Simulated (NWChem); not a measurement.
# M06-2X/SBKJC-VDZ (core potential) run of C2H3In (SMILES C#[C][InH2])

What is the electronic atomisation energy of C2H3In at M06-2X/SBKJC-VDZ (core potential)? 

The results are computed with NWChem 7.3.0.

### Step 1. The molecule

The species is C2H3In (6 atoms), meant as a singlet with charge 0. SMILES: `C#[C][InH2]`. The coordinates come from a PBE0-D4/def2-TZVP relaxation.

Bond lengths: C1–C2 1.210 Å, C2–In3 2.097 Å, C1–H4 1.067 Å, In3–H5 1.713 Å, In3–H6 1.713 Å. Angles: C1–C2–In3 180.0°, C2–C1–H4 180.0°, C2–In3–H5 117.0°, C2–In3–H6 117.0°, H5–In3–H6 126.0°.

### Step 2. The energy at M06-2X/SBKJC-VDZ (core potential) (run 1)

Contents of c2h3in.nw:

```
start c2h3in
memory total 2200 mb

geometry units angstroms noautosym nocenter noautoz
   C     -0.186600    -1.928000     0.015100
   C     -0.070400    -0.723400     0.005900
   In     0.131900     1.363900    -0.010600
   H     -0.289000    -2.989600     0.023300
   H      0.673500     2.081500    -1.468800
   H     -0.259400     2.195500     1.435000
end

basis spherical bse
   * library SBKJC-VDZ
end

ecp bse
   C library SBKJC-VDZ
   In library SBKJC-VDZ
end

dft
   xc m06-2x
   mult 1
   grid fine
   convergence energy 1e-08
   iterations 100
   mulliken
   print low
end

task dft
```

Launch:

```console
$ nwchem c2h3in.nw > c2h3in.out
```

Standard output:

```text
[...]
 d= 0,ls=0.0,diis     1   -201.9875875232 -2.65D+02  2.85D-02  1.24D-01     0.7
[...]
 d= 0,ls=0.0,diis     8   -202.0140123964 -7.30D-09  4.97D-06  4.52D-08     4.2
         Total DFT energy =     -202.014012396380
      One electron energy =     -476.606617398397
           Coulomb energy =      232.839598952465
    Exchange-Corr. energy =      -20.949601359813
 Nuclear repulsion energy =       62.702607409364
[...]
      Total Density - Mulliken Population Analysis
     ---------------------------------------------
    Atom       Charge   Shell Charges
 -----------   ------   -------------------------------------------------------
    1 C    4     3.95   1.14  2.53 -0.42  0.71
    2 C    4     4.67   1.15  2.46  0.44  0.63
    3 In  21    20.56   0.83  3.37  1.15  2.59  0.63  0.79  0.57  0.59  6.19  3.03  0.82
    4 H    1     0.65   0.45  0.20
    5 H    1     1.09   0.40  0.69
    6 H    1     1.09   0.40  0.69
[...]
```

Run time: 4.8 s. Hardware: 1 thread of AMD EPYC 9B45 (Zen 5), shared host; peak memory 0.12 GiB.

### Step 3. The C atom, same level (run 2)

Contents of work.nw:

```
start work
memory 2200 mb
geometry units angstrom noautosym nocenter noautoz
 C      0.000000     0.000000     0.000000
end
basis "ao basis" spherical bse
 C library SBKJC-VDZ
end
ecp bse
 C library SBKJC-VDZ
end
dft
 xc m06-2x
 mult 3
 grid fine
 convergence energy 1e-08
 iterations 100
 mulliken
 print low
end
task dft
```

Launch:

```console
$ nwchem work.nw > work.out
```

Standard output:

```text
[...]
 d= 0,ls=0.0,diis     1     -5.3498586273 -5.35D+00  5.35D-02  5.42D-02     0.0
[...]
 d= 0,ls=0.0,diis    15     -5.3879895965  1.70D-10  8.29D-06  8.69D-14     0.4
[...]
         Total DFT energy =       -5.387989596452
      One electron energy =       -8.335523590156
           Coulomb energy =        4.449379645122
    Exchange-Corr. energy =       -1.501845651418
 Nuclear repulsion energy =        0.000000000000
[...]
      Total Density - Mulliken Population Analysis
     ---------------------------------------------
    Atom       Charge   Shell Charges
 -----------   ------   -------------------------------------------------------
    1 C    4     4.00   1.43  1.54  0.57  0.46
     --------------------------------------------
      Spin Density - Mulliken Population Analysis
     --------------------------------------------
    Atom       Charge   Shell Charges
 -----------   ------   -------------------------------------------------------
    1 C    4     2.00   0.04  1.54 -0.04  0.46
[...]
      <S2> =      2.0006 (Exact =     2.0000)
[...]
```

It took 0.86 s on 1 thread of AMD EPYC 9B45 (Zen 5), shared host; peak memory 0.1 GiB.

### Step 4. The H atom, same level (run 3)

Contents of work.xyz:

```xyz
1

H      0.000000     0.000000     0.000000
```

Contents of work.nw:

```
echo
start work
memory stack 880 mb heap 220 mb global 1100 mb

geometry units angstroms noautosym nocenter noautoz
load format xyz work.xyz
end

basis spherical bse
* library SBKJC-VDZ
end

dft
xc m06-2x
mult 2
grid fine
convergence energy 1e-08
iterations 100
mulliken
noprint "final vectors analysis"
end

task dft
```

Launch:

```console
$ nwchem work.nw > work.out
```

Standard output:

```text
[...]
          Wavefunction type:  spin polarized.
          No. of atoms     :     1
          No. of electrons :     1
[...]
          Charge           :     0
          Spin multiplicity:     2
[...]
          AO basis - number of functions:     2
[...]
              XC Information
              --------------
                       M06-2X Method XC Functional
                     Hartree-Fock (Exact) Exchange  0.540
                        M06-2X Exchange Functional  1.000
                      M06-2X Correlation Potential  1.000
[...]
 d= 0,ls=0.0,diis     1     -0.4929860658 -4.93D-01  4.03D-03  5.40D-05     0.0
[...]
  Singularity in Pulay matrix. Error and Fock matrices removed.
 d= 0,ls=0.0,diis     3     -0.4930104936 -3.78D-07  1.92D-06  9.41D-12     0.0
[...]
  Singularity in Pulay matrix. Error and Fock matrices removed.
 d= 0,ls=0.0,diis     4     -0.4930104936 -4.27D-12  7.47D-10  1.43D-18     0.0
[...]
         Total DFT energy =       -0.493010493631
      One electron energy =       -0.496174664039
           Coulomb energy =        0.321727438541
    Exchange-Corr. energy =       -0.318563268133
 Nuclear repulsion energy =        0.000000000000
[...]
      Total Density - Mulliken Population Analysis
     ---------------------------------------------
    Atom       Charge   Shell Charges
 -----------   ------   -------------------------------------------------------
    1 H    1     1.00   0.32  0.68
     --------------------------------------------
      Spin Density - Mulliken Population Analysis
     --------------------------------------------
    Atom       Charge   Shell Charges
 -----------   ------   -------------------------------------------------------
    1 H    1     1.00   0.32  0.68
[...]
      <S2> =      0.7500 (Exact =     0.7500)
[...]
```

It took 0.54 s on 1 thread of AMD EPYC 9B45 (Zen 5), shared host; peak memory 0.1 GiB.

### Step 5. The In atom, same level (run 4)

Contents of job.nw:

```
start job
title "In M06-2X"
memory stack 880 mb heap 220 mb global 1100 mb
geometry noautosym nocenter noautoz
  In       0.000000       0.000000       0.000000
end
basis spherical bse
  In library SBKJC-VDZ
end
ecp bse
  In library SBKJC-VDZ
end
dft
  xc m06-2x
  mult 2
  grid fine
  convergence energy 1e-08
  iterations 100
  mulliken
  noprint "final vectors analysis"
end
task dft
```

Run the same way, it converges to -189.06008 Eh (log not shown).

### Step 6. The series

| run | level | core potential | partner | energy (Eh) | wall time |
| --- | --- | --- | --- | --- | --- |
| 1 | M06-2X/SBKJC-VDZ (core potential) | SBKJC-VDZ | base | -202.014012 | 4.8 s |
| 2 | UM06-2X/SBKJC-VDZ (core potential) | SBKJC-VDZ | atoms | -5.387990 | 0.86 s |
| 3 | UM06-2X/SBKJC-VDZ | – | atoms | -0.493010 | 0.54 s |
| 4 | UM06-2X/SBKJC-VDZ (core potential) | SBKJC-VDZ | atoms | -189.060080 | 2 s |

### Step 7. What came out

At M06-2X/SBKJC-VDZ (core potential):

| quantity | value |
| --- | --- |
| In atom: total energy | -189.06008 Eh |
| In atom: ⟨S²⟩ | 0.753 |
| electronic atomisation energy | 19.019 eV |

In words: Taking the molecule apart into free atoms costs 19.02 eV (439 kcal/mol), before zero-point energy and without spin-orbit coupling. The basis has no polarisation functions, which makes bonds too weak. All runs together took 8.2 s, the longest 4.8 s.
